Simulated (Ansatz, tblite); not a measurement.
LiPS3: GFN2-xTB, run from Python

These are simulated results from tblite 0.8.0, not measurements. The cell began as a measured structure and was relaxed with r2SCAN in plane waves (Ansatz 0.2.0). All runs are without spin polarisation.

It is monoclinic, C2/m (No. 12); conventional cell a = 11.240 Å, b = 7.062 Å, c = 6.618 Å, β = 126.0°, 21.25 Å³ an atom. Li is surrounded by 6 S at 2.56–3.31 Å; P is surrounded by 4 S at 1.98–2.14 Å; S is surrounded by 2 P at 2.14 Å and 2 Li at 3.31 Å; S is surrounded by 1 P at 2.00 Å and 2 Li at 2.60 Å; S is surrounded by 1 P at 1.98 Å and 2 Li at 2.56 Å.

tblite solves periodic systems at the zone centre alone, so the script builds a cluster of 1×2×2 conventional cells (80 atoms), which folds in a coarse mesh of k points.

Input script:

```python
import json
from ase import Atoms
from ase.build import make_supercell
from ase.units import Bohr, GPa, Hartree
from tblite.interface import Calculator

atoms = Atoms(['Li', 'Li', 'P', 'P', 'S', 'S', 'S', 'S', 'S', 'S'],
              cell=[[5.6201539, -3.53075073, -0.0256863], [5.6201539, 3.53075073, -0.0256863], [-3.8629284, 0.0, 5.37318906]],
              scaled_positions=[[0.757529633, 0.242470367, 0.0], [0.242470367, 0.757529633, 0.0], [0.151847501, 0.151847501, 0.577137567], [0.848152499, 0.848152499, 0.422862433], [0.220561088, 0.779438912, 0.5], [0.779438912, 0.220561088, 0.5], [0.194079623, 0.194079623, 0.323064888], [0.805920377, 0.805920377, 0.676935112], [0.319959021, 0.319959021, 0.93468115], [0.680040979, 0.680040979, 0.06531885]],
              pbc=True)
cluster = make_supercell(atoms, [[1, 1, 0], [-2, 2, 0], [0, 0, 2]])
calc = Calculator('GFN2-xTB', cluster.numbers, cluster.positions / Bohr, lattice=cluster.cell[:] / Bohr, periodic=cluster.pbc)
calc.set('temperature', 0.02 / Hartree)
calc.set('max-iter', 150)
res = calc.singlepoint()
levels = res.get('orbital-energies') * Hartree
nv = round(res.get('orbital-occupations').sum() / 2)
cells = len(cluster) // len(atoms)
out = {'energy_per_cell': res.get('energy') * Hartree / cells, 'homo': levels[nv - 1], 'lumo': levels[nv],
       'stress': (-res.get('virial') * Hartree / cluster.get_volume() / GPa).tolist(), 'charges': res.get('charges')[:len(atoms)].tolist(), 'electrons': 2 * nv / cells}
json.dump(out, open('results.json', 'w'))
for key, value in out.items():
    print(key, value)
```

Command: `python run.py`. It took 11 s on 1 thread of Intel(R) Xeon(R) Platinum 8488C (Sapphire Rapids), on a shared host, peak memory 0.14 GiB.

What it printed:

```
------------------------------------------------------------
  cycle        total energy    energy error   density error
------------------------------------------------------------
      1     -202.3659158850  -2.0319667E+02   4.0457981E-01
      2     -203.4481626457  -1.0822468E+00   2.3628701E-01
      3     -203.6366282089  -1.8846556E-01   6.1012567E-02
      4     -203.6465704976  -9.9422887E-03   2.1192117E-02
      5     -203.6474266636  -8.5616600E-04   7.1260279E-03
      6     -203.6476521943  -2.2553062E-04   3.4402467E-03
      7     -203.6476703718  -1.8177569E-05   1.5408453E-03
      8     -203.6476740023  -3.6305073E-06   1.0609351E-03
      9     -203.6476860256  -1.2023231E-05   4.0601654E-04
     10     -203.6476867931  -7.6752502E-07   2.4593730E-04
     11     -203.6476875415  -7.4840571E-07   1.1116351E-04
     12     -203.6476876351  -9.3636032E-08   3.3922665E-05
     13     -203.6476876491  -1.3927149E-08   1.9529461E-05
------------------------------------------------------------

 total:                                  10.415 sec
energy_per_cell -692.6919801985413
homo -10.375739667625373
lumo -8.492506897974076
stress [[0.4214175376071386, 2.6623359435168353e-06, -0.035172679049035156], [2.6623359435100125e-06, 0.7834995907833168, 1.0691099480920075e-05], [-0.03517267904903534, 1.0691099480934544e-05, -0.2900598314454036]]
charges [0.6392969138034605, 0.6392967122573181, 0.19447678323757533, 0.19449139706291219, -0.08283162783454193, -0.0828386729766897, -0.3950964324091088, -0.3950894714796906, -0.35586473550862696, -0.35588499475038143]
electrons 48.0
```

The cycle table is in hartree for the whole cluster, and the lines after it are in eV (the energy for one cell). The printed stress is in GPa and positive in compression, and the pressure is its mean diagonal.

GFN2-xTB gives a gap of 1.88 eV. On the same cell, plane-wave PBE (Ansatz, 6×6×6 k points and the special points) gives a gap of 1.80 eV and r2SCAN a gap of 2.12 eV; on shared hosts these took about 28 and 56 core-seconds on the 10-atom cell, against 11 for the script. Semilocal gaps usually lie below measured ones. xTB was fitted to molecules, so gaps, charges and pressures of solids can be far off, and the gap also depends on the size of the cluster.

The same script was run on cells scaled at fixed shape and fractional coordinates:

```tsv
volume (Å³/atom)	energy (meV/atom)	pressure (GPa, positive in compression)	gap (eV)
18.70	85.8	11.60	2.26
19.98	20.7	5.08	2.07
21.25	0.0	0.30	1.88
22.53	11.5	-3.06	1.70
23.80	46.0	-5.43	1.52
```

A Birch-Murnaghan fit puts the minimum at 21.37 Å³/atom, 0.5 % above the given cell, with a bulk modulus of 64.9 GPa at fixed shape.

xTB was fitted mostly to molecules, and a small cluster samples few k points, so gaps, pressures and kinks along a curve can be far from a solid's.
